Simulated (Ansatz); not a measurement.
# AlFH₂N radical + SiH₄O + H₂O: a complex and its separated parts, part 1 of 3

Aim: how far the complex at one end of a reaction step lies below its separated, relaxed parts, level by level.

Method: PBE0-D4/def2-TZVP structures, single points in def2-TZVPP, no counterpoise correction; program: Ansatz 0.2.0, Gaussian basis.

Levels: SPW92, PBE-D4, BLYP-D4, r2SCAN-D4, B97M-V, PBE0-D4, B3LYP-D4, r2SCAN0-D4, BHLYP-D4, CAM-B3LYP-D4, wB97X-V, wB97M-V, B2PLYP, PBE-QIDH, RPA on PBE, Hartree-Fock, MP2, CCSD, CCSD(T).

Correlated methods freeze the cores. Orbitals are unrestricted. B3LYP uses VWN-RPA correlation. B2PLYP carries no dispersion term here.

113 further runs of the same task are left out: 113 set aside as unsound or not needed.

### 1 The starting structure

The complex: 14 atoms, charge 0, spin multiplicity 2.

Atoms are counted from 1 here; the program's logs count them from 0.

Bond lengths: Al1–O2 1.917 Å, Al1–F4 1.681 Å, Al1–N6 1.871 Å, O2–Si3 1.684 Å, O2–H7 1.044 Å, Si3–H9 1.483 Å, Si3–H10 1.477 Å, Si3–H11 1.479 Å, H5–O8 1.028 Å, N6–H12 1.013 Å, N6–H13 1.016 Å, O8–H14 0.960 Å. Angles: O2–Al1–F4 96.9°, O2–Al1–N6 98.4°, F4–Al1–N6 112.7°, Al1–O2–Si3 125.5°, Al1–O2–H7 108.2°, Si3–O2–H7 118.4°, O2–Si3–H9 106.6°, O2–Si3–H10 106.7°, O2–Si3–H11 110.7°, H9–Si3–H10 111.0°, H9–Si3–H11 110.0°, H10–Si3–H11 111.7°, Al1–N6–H12 114.9°, Al1–N6–H13 113.4°, H12–N6–H13 106.5°, H5–O8–H14 108.3°.

Geometry (Å):

```
Al   -1.4063    0.7859   -0.3302
O    -0.3812   -0.6795    0.3599
Si   -0.3450   -2.2356   -0.2814
F    -1.5928    0.1859   -1.8889
H     1.0861    1.3649    0.6551
N    -0.0926    2.1131   -0.2188
H     0.4927   -0.2962    0.7835
O     1.5979    0.5945    1.1043
H     0.2956   -3.1007    0.7390
H    -1.7487   -2.6346   -0.5085
H     0.4408   -2.2662   -1.5343
H    -0.3941    2.9767    0.2159
H     0.3028    2.3663   -1.1200
H     1.7448    0.8256    2.0243
```

Its parts: AlFH₂N radical holds atoms 1, 4, 6, 12, 13; SiH₄O holds atoms 2, 3, 7, 9, 10, 11; H₂O holds atoms 5, 8, 14. Each part counts its atoms afresh in its own runs.

### 2 Relaxing AlFH₂N radical alone

The input, relax-a/in.yaml:

```yaml
crystal:
  periodic: [false, false, false]
  atoms:
    - {symbol: Al, position_ang: [-1.406251, 0.785931, -0.330152]}
    - {symbol: F, position_ang: [-1.592778, 0.185861, -1.888948]}
    - {symbol: N, position_ang: [-0.092572, 2.113141, -0.218838]}
    - {symbol: H, position_ang: [-0.394140, 2.976658, 0.215926]}
    - {symbol: H, position_ang: [0.302811, 2.366300, -1.119982]}
basis:
  gaussian: {orbitals: def2-TZVP}
magnetization: {spin_polarized: true, initial_magnetization: 1}
hamiltonian: {xc: pbe0, dispersion: d4}
relax: {f_tol: 0.005, max_steps: 200}
```

The run is started by

```bash
$ ansatz run in.yaml --threads 4 --pin off --events-out ev --progress --plain --max-ram 66560MiB --backend cpu
```

Output, shortened:

```text
Functional definition: PBE0
  name "PBE0"
  cite "Adamo & Barone, J. Chem. Phys. 110, 6158 (1999) doi:10.1063/1.478522"
  cite "Perdew, Burke & Ernzerhof, Phys. Rev. Lett. 77, 3865 (1996) doi:10.1103/PhysRevLett.77.3865"
  parent pbe
[...]
678 factors; their error is unknown
[...]
mean field -10832.71523901 eV, -398.0949423555 hartree, gradient 5.1e-5 eV, S^2 0.751865; 0 other end points of the search recorded, 0 dependent functions left out
[...]
reference -10832.71526670 eV, -398.0949433731 hartree; 16, 15 occupied and 95, 96 virtual orbitals, 678 factors
[...]
reference -10832.93670596 eV, -398.1030811159 hartree; 16, 15 occupied and 95, 96 virtual orbitals, 678 factors
Total energy: -10832.99220654 eV, -398.1051207246 hartree
Atom 0 at    -1.480155     0.904697    -0.433582 Å, force    -0.000255    -0.000316    -0.000027 eV/Å
Atom 1 at    -1.531738    -0.006450    -1.817152 Å, force     0.000006     0.000023     0.000002 eV/Å
Atom 2 at    -0.310144     2.225575    -0.374231 Å, force     0.000166     0.000289     0.000169 eV/Å
Atom 3 at    -0.183983     2.846909     0.407606 Å, force     0.000024    -0.000013    -0.000087 eV/Å
Atom 4 at     0.323090     2.457160    -1.124636 Å, force     0.000059     0.000018    -0.000057 eV/Å
Dipole moment:     0.132098     0.331800     0.302466 e Å
```

Wall time 15 s (4 threads of AMD EPYC 7R13, shared host).

The steps of the relaxation: (the energy doesn't fall at every step)

| step | energy from step 1 (eV) | largest force component (eV/Å) |
| --- | --- | --- |
| 1 | 0.0000 | 1.1367 |
| 2 | -0.0906 | 1.0402 |
| 3 | -0.1792 | 0.8283 |
| 4 | -0.1754 | 0.6497 |
| 5 | -0.2189 | 0.1099 |
| 6 | -0.2211 | 0.0305 |
| 7 | -0.2216 | 0.0146 |
| 8 | -0.2216 | 0.0076 |
| 9 | -0.2216 | 0.0100 |
| 10 | -0.2216 | 0.0003 |

Distances of close pairs at the start and the end, largest changes first:

| bond | before (Å) | after (Å) | change (Å) |
| --- | --- | --- | --- |
| Al1–N3 | 1.871 | 1.766 | -0.105 |
| Al1–F2 | 1.681 | 1.657 | -0.023 |
| N3–H5 | 1.016 | 1.009 | -0.007 |
| N3–H4 | 1.013 | 1.007 | -0.006 |

### 3 Relaxing SiH₄O alone

The input, relax-b/in.yaml:

```yaml
crystal:
  periodic: [false, false, false]
  atoms:
    - {symbol: O, position_ang: [-0.381178, -0.679456, 0.359865]}
    - {symbol: Si, position_ang: [-0.344966, -2.235644, -0.281353]}
    - {symbol: H, position_ang: [0.492740, -0.296211, 0.783487]}
    - {symbol: H, position_ang: [0.295586, -3.100701, 0.738976]}
    - {symbol: H, position_ang: [-1.748687, -2.634617, -0.508502]}
    - {symbol: H, position_ang: [0.440837, -2.266218, -1.534321]}
basis:
  gaussian: {orbitals: def2-TZVP}
hamiltonian: {xc: pbe0, dispersion: d4}
relax: {f_tol: 0.005, max_steps: 200}
```

The run is started by

```bash
$ ansatz run in.yaml --threads 4 --pin off --events-out ev --progress --plain --max-ram 66560MiB --backend cpu
```

Output, shortened:

```text
[... 5 set-up lines as earlier in the session ...]
[...]
595 factors; their error is unknown
[...]
mean field -9986.02343127 eV, -366.9795923295 hartree, gradient 4.7e-5 eV, S^2 0.000000; 0 other end points of the search recorded, 0 dependent functions left out
[...]
Atom 2 at     0.445387    -0.284473     0.662272 Å, force     0.000225     0.000252    -0.000663 eV/Å
Atom 3 at     0.286458    -3.187482     0.712607 Å, force    -0.000301    -0.000339    -0.000002 eV/Å
Atom 4 at    -1.730717    -2.589738    -0.504417 Å, force     0.000412    -0.000095    -0.000115 eV/Å
Atom 5 at     0.461288    -2.242947    -1.494715 Å, force     0.000006     0.000375     0.000136 eV/Å
Dipole moment:     0.278961     0.025698     0.035374 e Å
```

Run time: 3.7 s. Hardware: 4 threads of AMD EPYC 7R13, shared host.

Along the way:

| step | energy from step 1 (eV) | largest force component (eV/Å) |
| --- | --- | --- |
| 1 | 0.0000 | 2.8611 |
| 2 | -0.1897 | 0.8819 |
| 3 | -0.2064 | 0.3166 |
| 4 | -0.2096 | 0.0720 |
| 5 | -0.2099 | 0.0141 |
| 6 | -0.2099 | 0.0007 |

Distances of close pairs at the start and the end, largest changes first:

| bond | before (Å) | after (Å) | change (Å) |
| --- | --- | --- | --- |
| O1–H3 | 1.044 | 0.958 | -0.087 |
| O1–Si2 | 1.684 | 1.648 | -0.036 |
| Si2–H6 | 1.479 | 1.489 | +0.010 |
| Si2–H4 | 1.483 | 1.489 | +0.006 |
| Si2–H5 | 1.477 | 1.480 | +0.004 |

### 4 Relaxing H₂O alone

The input, relax-c/in.yaml:

```yaml
crystal:
  periodic: [false, false, false]
  atoms:
    - {symbol: H, position_ang: [1.086081, 1.364895, 0.655091]}
    - {symbol: O, position_ang: [1.597899, 0.594538, 1.104345]}
    - {symbol: H, position_ang: [1.744820, 0.825623, 2.024307]}
basis:
  gaussian: {orbitals: def2-TZVP}
hamiltonian: {xc: pbe0, dispersion: d4}
relax: {f_tol: 0.005, max_steps: 200}
```

The run is started by

```bash
$ ansatz run in.yaml --threads 4 --pin off --events-out ev --progress --plain --max-ram 66560MiB --backend cpu
```

Output, shortened:

```text
[... 5 set-up lines as earlier in the session ...]
[...]
239 factors; their error is unknown
[...]
mean field -2078.21225998 eV, -76.3728918914 hartree, gradient 7.3e-5 eV, S^2 0.000000; 0 other end points of the search recorded, 0 dependent functions left out
[...]
reference -2078.33309037 eV, -76.3773323262 hartree; 5, 5 occupied and 38, 38 virtual orbitals, 239 factors
Total energy: -2078.33734623 eV, -76.3774887262 hartree
Atom 0 at     1.111386     1.339469     0.699450 Å, force    -0.000667     0.000706    -0.001106 eV/Å
Atom 1 at     1.588753     0.600914     1.083391 Å, force     0.000426    -0.000015     0.001468 eV/Å
Atom 2 at     1.728661     0.844673     2.000902 Å, force     0.000241    -0.000691    -0.000362 eV/Å
Dipole moment:    -0.124429     0.362198     0.196732 e Å
```

Wall time 1 s (4 threads of AMD EPYC 7R13, shared host).

Step by step:

| step | energy from step 1 (eV) | largest force component (eV/Å) |
| --- | --- | --- |
| 1 | 0.0000 | 2.0798 |
| 2 | -0.1135 | 0.5881 |
| 3 | -0.1206 | 0.1084 |
| 4 | -0.1207 | 0.0678 |
| 5 | -0.1207 | 0.0015 |

Close pairs (by a distance rule), those that changed most:

| bond | before (Å) | after (Å) | change (Å) |
| --- | --- | --- | --- |
| H1–O2 | 1.028 | 0.960 | -0.069 |
| O2–H3 | 0.960 | 0.960 | -0.000 |

### 5 SPW92/def2-TZVPP

The input, parta/in.yaml:

```yaml
crystal:
  periodic: [false, false, false]
  atoms:
    - {symbol: Al, position_ang: [-1.480155, 0.904697, -0.433582]}
    - {symbol: F, position_ang: [-1.531738, -0.006450, -1.817152]}
    - {symbol: N, position_ang: [-0.310144, 2.225575, -0.374231]}
    - {symbol: H, position_ang: [-0.183983, 2.846909, 0.407606]}
    - {symbol: H, position_ang: [0.323090, 2.457160, -1.124636]}
basis:
  gaussian: {orbitals: def2-TZVPP}
magnetization: {spin_polarized: true, initial_magnetization: 1}
hamiltonian: {xc: lda}
```

The input, partb/in.yaml:

```yaml
crystal:
  periodic: [false, false, false]
  atoms:
    - {symbol: O, position_ang: [-0.382463, -0.696357, 0.413477]}
    - {symbol: Si, position_ang: [-0.325620, -2.211850, -0.231071]}
    - {symbol: H, position_ang: [0.445387, -0.284473, 0.662272]}
    - {symbol: H, position_ang: [0.286458, -3.187482, 0.712607]}
    - {symbol: H, position_ang: [-1.730717, -2.589738, -0.504417]}
    - {symbol: H, position_ang: [0.461288, -2.242947, -1.494715]}
basis:
  gaussian: {orbitals: def2-TZVPP}
hamiltonian: {xc: lda}
```

The input, partc/in.yaml:

```yaml
crystal:
  periodic: [false, false, false]
  atoms:
    - {symbol: H, position_ang: [1.111386, 1.339469, 0.699450]}
    - {symbol: O, position_ang: [1.588753, 0.600914, 1.083391]}
    - {symbol: H, position_ang: [1.728661, 0.844673, 2.000902]}
basis:
  gaussian: {orbitals: def2-TZVPP}
hamiltonian: {xc: lda}
```

Each run has its own folder and the same command.

The run is started by

```bash
$ ansatz run in.yaml --threads 4 --pin off --events-out ev --progress --plain --max-ram 66560MiB --backend cpu
```

Log of parta, shortened:

```text
Functional definition: SPW92
  name "SPW92"
  cite "Dirac, Proc. Camb. Phil. Soc. 26, 376 (1930) doi:10.1017/S0305004100016108"
  cite "Slater, Phys. Rev. 81, 385 (1951) doi:10.1103/PhysRev.81.385"
  cite "Perdew & Wang, Phys. Rev. B 45, 13244 (1992) doi:10.1103/PhysRevB.45.13244"
[...]
698 factors; their error is unknown
[...]
mean field -10782.11758583 eV, -396.2355128974 hartree, gradient 3.0e-5 eV, S^2 0.751446; 0 other end points of the search recorded, 0 dependent functions left out
reference -10782.11761816 eV, -396.2355140855 hartree; 16, 15 occupied and 116, 117 virtual orbitals, 698 factors
Total energy: -10782.11761816 eV, -396.2355140855 hartree
```

Output in partb, shortened:

```text
[... 5 set-up lines as earlier in the session ...]
[...]
675 factors; their error is unknown
[...]
mean field -9944.57253647 eV, -365.4563000420 hartree, gradient 2.9e-5 eV, S^2 0.000000; 0 other end points of the search recorded, 0 dependent functions left out
reference -9944.57256781 eV, -365.4563011937 hartree; 13, 13 occupied and 116, 116 virtual orbitals, 675 factors
Total energy: -9944.57256781 eV, -365.4563011937 hartree
```

Log of partc, shortened:

```text
[... 5 set-up lines as earlier in the session ...]
[...]
269 factors; their error is unknown
[...]
mean field -2065.39693893 eV, -75.9019375294 hartree, gradient 5.3e-5 eV, S^2 0.000000; 0 other end points of the search recorded, 0 dependent functions left out
reference -2065.39695776 eV, -75.9019382215 hartree; 5, 5 occupied and 54, 54 virtual orbitals, 269 factors
Total energy: -2065.39695776 eV, -75.9019382215 hartree
```

They took 0.76 s (parta), 0.35 s (partb), 0.15 s (partc) on 4 threads of AMD EPYC 7R13, shared host.

### 6 PBE-D4/def2-TZVPP

The same edit goes into each in.yaml of step 5 (parta, partb, partc):

```diff
-hamiltonian: {xc: lda}
+hamiltonian: {xc: pbe, dispersion: d4}
```

Each run has its own folder and the same command.

The run is started by

```bash
$ ansatz run in.yaml --threads 4 --pin off --events-out ev --progress --plain --max-ram 66560MiB --backend cpu
```

parta printed, shortened:

```text
Functional definition: PBE
  name "PBE"
[... 2 set-up lines as earlier in the session ...]
[...]
698 factors; their error is unknown
[...]
mean field -10832.34341943 eV, -398.0812782380 hartree, gradient 2.7e-5 eV, S^2 0.752010; 0 other end points of the search recorded, 0 dependent functions left out
reference -10832.34345602 eV, -398.0812795826 hartree; 16, 15 occupied and 116, 117 virtual orbitals, 698 factors
Total energy: -10832.41033799 eV, -398.0837374496 hartree
```

Log of partb, shortened:

```text
[... 4 set-up lines as earlier in the session ...]
[...]
675 factors; their error is unknown
[...]
mean field -9985.38611250 eV, -366.9561712967 hartree, gradient 4.1e-5 eV, S^2 0.000000; 0 other end points of the search recorded, 0 dependent functions left out
reference -9985.38614604 eV, -366.9561725290 hartree; 13, 13 occupied and 116, 116 virtual orbitals, 675 factors
Total energy: -9985.45063441 eV, -366.9585424331 hartree
```

Log of partc, shortened:

```text
[... 4 set-up lines as earlier in the session ...]
[...]
269 factors; their error is unknown
[...]
mean field -2078.40757415 eV, -76.3800695546 hartree, gradient 4.5e-5 eV, S^2 0.000000; 0 other end points of the search recorded, 0 dependent functions left out
reference -2078.40759462 eV, -76.3800703070 hartree; 5, 5 occupied and 54, 54 virtual orbitals, 269 factors
Total energy: -2078.41291172 eV, -76.3802657069 hartree
```

Times: 1.2 s (parta), 0.51 s (partb), 0.2 s (partc) on 4 threads of AMD EPYC 7R13, shared host.

### 7 BLYP-D4/def2-TZVPP

The same edit goes into each in.yaml of step 6 (parta, partb, partc):

```diff
-hamiltonian: {xc: pbe, dispersion: d4}
+hamiltonian: {xc: {name: BLYP}, dispersion: d4}
```

One command serves all of them, each in its own folder.

The run is started by

```bash
$ ansatz run in.yaml --threads 4 --pin off --events-out ev --progress --plain --max-ram 66560MiB --backend cpu
```

parta printed, shortened:

```text
Functional definition: BLYP
  name "BLYP"
  cite "Becke, Phys. Rev. A 38, 3098 (1988) doi:10.1103/PhysRevA.38.3098"
  cite "Lee, Yang & Parr, Phys. Rev. B 37, 785 (1988) doi:10.1103/PhysRevB.37.785"
[...]
698 factors; their error is unknown
[...]
mean field -10840.01708411 eV, -398.3632802134 hartree, gradient 3.7e-5 eV, S^2 0.751285; 0 other end points of the search recorded, 0 dependent functions left out
reference -10840.01736214 eV, -398.3632904311 hartree; 16, 15 occupied and 116, 117 virtual orbitals, 698 factors
Total energy: -10840.16778767 eV, -398.3688184674 hartree
```

Output in partb, shortened:

```text
[... 4 set-up lines as earlier in the session ...]
[...]
675 factors; their error is unknown
[...]
mean field -9991.38837395 eV, -367.1767503364 hartree, gradient 3.1e-5 eV, S^2 0.000000; 0 other end points of the search recorded, 0 dependent functions left out
reference -9991.38865577 eV, -367.1767606931 hartree; 13, 13 occupied and 116, 116 virtual orbitals, 675 factors
Total energy: -9991.53676575 eV, -367.1822036343 hartree
```

Log of partc, shortened:

```text
[... 4 set-up lines as earlier in the session ...]
[...]
269 factors; their error is unknown
[...]
mean field -2080.27678495 eV, -76.4487617848 hartree, gradient 8.7e-5 eV, S^2 0.000000; 0 other end points of the search recorded, 0 dependent functions left out
reference -2080.27697450 eV, -76.4487687505 hartree; 5, 5 occupied and 54, 54 virtual orbitals, 269 factors
Total energy: -2080.28981703 eV, -76.4492407049 hartree
```

Times: 1.4 s (parta), 0.55 s (partb), 0.25 s (partc) on 4 threads of AMD EPYC 7R13, shared host.

### 8 r2SCAN-D4/def2-TZVPP

The same edit goes into each in.yaml of step 7 (parta, partb, partc):

```diff
-hamiltonian: {xc: {name: BLYP}, dispersion: d4}
+hamiltonian: {xc: r2scan, dispersion: d4}
```

One command serves all of them, each in its own folder.

The run is started by

```bash
$ ansatz run in.yaml --threads 4 --pin off --events-out ev --progress --plain --max-ram 66560MiB --backend cpu
```

parta printed, shortened:

```text
Functional definition: r2SCAN
  name "r2SCAN"
  cite "Furness, Kaplan, Ning, Perdew & Sun, J. Phys. Chem. Lett. 11, 8208 (2020) doi:10.1021/acs.jpclett.0c02405"
  cite "Furness, Kaplan, Ning, Perdew & Sun, J. Phys. Chem. Lett. 11, 9248 (2020) doi:10.1021/acs.jpclett.0c03077"
  parent r2scan
[...]
698 factors; their error is unknown
[...]
mean field -10837.86343469 eV, -398.2841350573 hartree, gradient 6.8e-5 eV, S^2 0.752981; 0 other end points of the search recorded, 0 dependent functions left out
reference -10837.86344931 eV, -398.2841355944 hartree; 16, 15 occupied and 116, 117 virtual orbitals, 698 factors
Total energy: -10837.87805635 eV, -398.2846723933 hartree
```

Log of partb, shortened:

```text
[... 5 set-up lines as earlier in the session ...]
[...]
675 factors; their error is unknown
[...]
mean field -9990.14276111 eV, -367.1309749087 hartree, gradient 2.4e-5 eV, S^2 0.000000; 0 other end points of the search recorded, 0 dependent functions left out
reference -9990.14277152 eV, -367.1309752914 hartree; 13, 13 occupied and 116, 116 virtual orbitals, 675 factors
Total energy: -9990.15740561 eV, -367.1315130844 hartree
```

partc printed, shortened:

```text
[... 5 set-up lines as earlier in the session ...]
[...]
269 factors; their error is unknown
[...]
mean field -2079.58115579 eV, -76.4231978847 hartree, gradient 8.5e-5 eV, S^2 0.000000; 0 other end points of the search recorded, 0 dependent functions left out
reference -2079.58116100 eV, -76.4231980760 hartree; 5, 5 occupied and 54, 54 virtual orbitals, 269 factors
Total energy: -2079.58243354 eV, -76.4232448409 hartree
```

Times: 2.2 s (parta), 0.9 s (partb), 0.35 s (partc) on 4 threads of AMD EPYC 7R13, shared host.

### 9 B97M-V/def2-TZVPP

The same edit goes into each in.yaml of step 8 (parta, partb, partc):

```diff
-hamiltonian: {xc: r2scan, dispersion: d4}
+hamiltonian: {xc: {name: B97M-V}}
```

Each run has its own folder and the same command.

The run is started by

```bash
$ ansatz run in.yaml --threads 4 --pin off --events-out ev --progress --plain --max-ram 66560MiB --backend cpu
```

parta printed, shortened:

```text
Functional definition: B97M-V
  name "B97M-V"
  cite "Mardirossian & Head-Gordon, J. Chem. Phys. 142, 074111 (2015) doi:10.1063/1.4907719"
  cite "Becke, J. Chem. Phys. 107, 8554 (1997) doi:10.1063/1.475007"
  cite "Vydrov & Van Voorhis, J. Chem. Phys. 133, 244103 (2010) doi:10.1063/1.3521275"
  # Of w^i u^j: cxij and so on, Table III.
[...]
  gx(w, u) = cx00 + cx01*u + cx02*u^2 + (cx10 + cx11*u)*w
[...]
  gos(w, u) = cos00 + cos01*u + cos03*u^3 + cos10*w + cos32*w^3*u^2
[...]
      + integral(e_c_pw_mod_opposite_spin*gos(b97_w_opposite, b97_u_opposite)) + vv10(b, c)
698 factors; their error is unknown
[...]
mean field -10837.47084263 eV, -398.2697075651 hartree, gradient 7.8e-5 eV, S^2 0.751591; 0 other end points of the search recorded, 0 dependent functions left out
reference -10837.47089587 eV, -398.2697095214 hartree; 16, 15 occupied and 116, 117 virtual orbitals, 698 factors
Total energy: -10837.47089587 eV, -398.2697095214 hartree
```

partb printed, shortened:

```text
[... 5 set-up lines as earlier in the session ...]
  # Of w^i u^j: cxij and so on, Table III.
[...]
  gx(w, u) = cx00 + cx01*u + cx02*u^2 + (cx10 + cx11*u)*w
[...]
  gos(w, u) = cos00 + cos01*u + cos03*u^3 + cos10*w + cos32*w^3*u^2
[...]
      + integral(e_c_pw_mod_opposite_spin*gos(b97_w_opposite, b97_u_opposite)) + vv10(b, c)
675 factors; their error is unknown
[...]
mean field -9989.26357284 eV, -367.0986653357 hartree, gradient 7.0e-5 eV, S^2 0.000000; 0 other end points of the search recorded, 0 dependent functions left out
reference -9989.26362501 eV, -367.0986672529 hartree; 13, 13 occupied and 116, 116 virtual orbitals, 675 factors
Total energy: -9989.26362501 eV, -367.0986672529 hartree
```

Output in partc, shortened:

```text
[... 5 set-up lines as earlier in the session ...]
  # Of w^i u^j: cxij and so on, Table III.
[...]
  gx(w, u) = cx00 + cx01*u + cx02*u^2 + (cx10 + cx11*u)*w
[...]
  gos(w, u) = cos00 + cos01*u + cos03*u^3 + cos10*w + cos32*w^3*u^2
[...]
      + integral(e_c_pw_mod_opposite_spin*gos(b97_w_opposite, b97_u_opposite)) + vv10(b, c)
269 factors; their error is unknown
[...]
mean field -2079.93552848 eV, -76.4362208407 hartree, gradient 2.9e-5 eV, S^2 0.000000; 0 other end points of the search recorded, 0 dependent functions left out
reference -2079.93555530 eV, -76.4362218261 hartree; 5, 5 occupied and 54, 54 virtual orbitals, 269 factors
Total energy: -2079.93555530 eV, -76.4362218261 hartree
```

Wall times: 2.7 s (parta), 1.5 s (partb), 0.41 s (partc) on 4 threads of AMD EPYC 7R13, shared host.

### 10 PBE0-D4/def2-TZVPP

Each input of step 9 (parta, partb, partc) changes in the same lines:

```diff
-hamiltonian: {xc: {name: B97M-V}}
+hamiltonian: {xc: pbe0, dispersion: d4}
+output: {orbitals: {seedname: orbitals}}
```

One command serves all of them, each in its own folder.

The run is started by

```bash
$ ansatz run in.yaml --threads 4 --pin off --events-out ev --progress --plain --max-ram 66560MiB --backend cpu
```

parta printed, shortened:

```text
[... 5 set-up lines as earlier in the session ...]
[...]
729 factors; their error is unknown
[...]
mean field -10832.99241025 eV, -398.1051282108 hartree, gradient 1.8e-5 eV, S^2 0.751747; 0 other end points of the search recorded, 0 dependent functions left out
reference -10832.99243811 eV, -398.1051292346 hartree; 16, 15 occupied and 116, 117 virtual orbitals, 729 factors
Total energy: -10833.04793869 eV, -398.1071688434 hartree
```

Output in partb, shortened:

```text
[... 5 set-up lines as earlier in the session ...]
[...]
678 factors; their error is unknown
[...]
mean field -9986.29142355 eV, -366.9894408641 hartree, gradient 1.5e-5 eV, S^2 0.000000; 0 other end points of the search recorded, 0 dependent functions left out
reference -9986.29144865 eV, -366.9894417864 hartree; 13, 13 occupied and 116, 116 virtual orbitals, 678 factors
Total energy: -9986.34444745 eV, -366.9913894564 hartree
```

Log of partc, shortened:

```text
[... 5 set-up lines as earlier in the session ...]
[...]
269 factors; their error is unknown
[...]
mean field -2078.42782576 eV, -76.3808137875 hartree, gradient 1.3e-5 eV, S^2 0.000000; 0 other end points of the search recorded, 0 dependent functions left out
reference -2078.42784026 eV, -76.3808143205 hartree; 5, 5 occupied and 54, 54 virtual orbitals, 269 factors
Total energy: -2078.43209612 eV, -76.3809707206 hartree
```

Wall times: 1.2 s (parta), 0.66 s (partb), 0.2 s (partc) on 4 threads of AMD EPYC 7R13, shared host.

(Continued in part 2 of 3.)
